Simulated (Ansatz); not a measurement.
# Cu (Copper): the cost of one run

Method: DFT PBEsol, frozen-core PAW, all-electron LAPW and all-electron PAW on datasets made for the crystal («crystal datasets»), scalar-relativistic unless said, in Ansatz 0.2.0.

1 further run of the same task is left out (set aside as unsound or not needed).

## (1) The system as given

The structure is cubic, space group Fm-3m (No. 225). The conventional cell has a = 3.615 Å, b = 3.615 Å, c = 3.615 Å, α = 90.00°, β = 90.00°, γ = 90.00°. Cu (site symmetry m-3m) is surrounded by 12 Cu at 2.56 Å.

Structure file:

```xyz
1
Lattice="0.0000 1.8075 1.8075 1.8075 0.0000 1.8075 1.8075 1.8075 0.0000" Properties=species:S:1:pos:R:3 pbc="T T T"
Cu    0.0000    0.0000    0.0000
```

Cartesian axes are those of the input's lattice vectors. The structure goes back to a database entry.

## (2) Cell and atoms relaxed, PAW

Contents of input.yaml:

```yaml
crystal:
  lattice:
    - [0.0, 1.8075, 1.8075]
    - [1.8075, 0.0, 1.8075]
    - [1.8075, 1.8075, 0.0]
  atoms:
    - { symbol: Cu, position: [0.0, 0.0, 0.0] }
kpoints:
  mp_grid: { grid: [28, 28, 28] }
scf:
  occupations: { method: fermi_dirac, width: 0.05 }
hamiltonian:
  xc: pbesol
  pseudopotentials: { kind: paw }
relax:
  f_tol: 0.002
  max_steps: 80
  cell: {}
output:
  forces: true
  stress: true
```

Launch:

```bash
ansatz run input.yaml --threads 1 --pin off --max-ram 2560MiB --backend cpu --events-out ev --progress --plain --runs-dir out
```

Q: Estimate wall time and peak memory on 1 thread of Intel Xeon 6975P-C (Granite Rapids), shared host.

About 15 s, with a peak of 0.46 GiB.
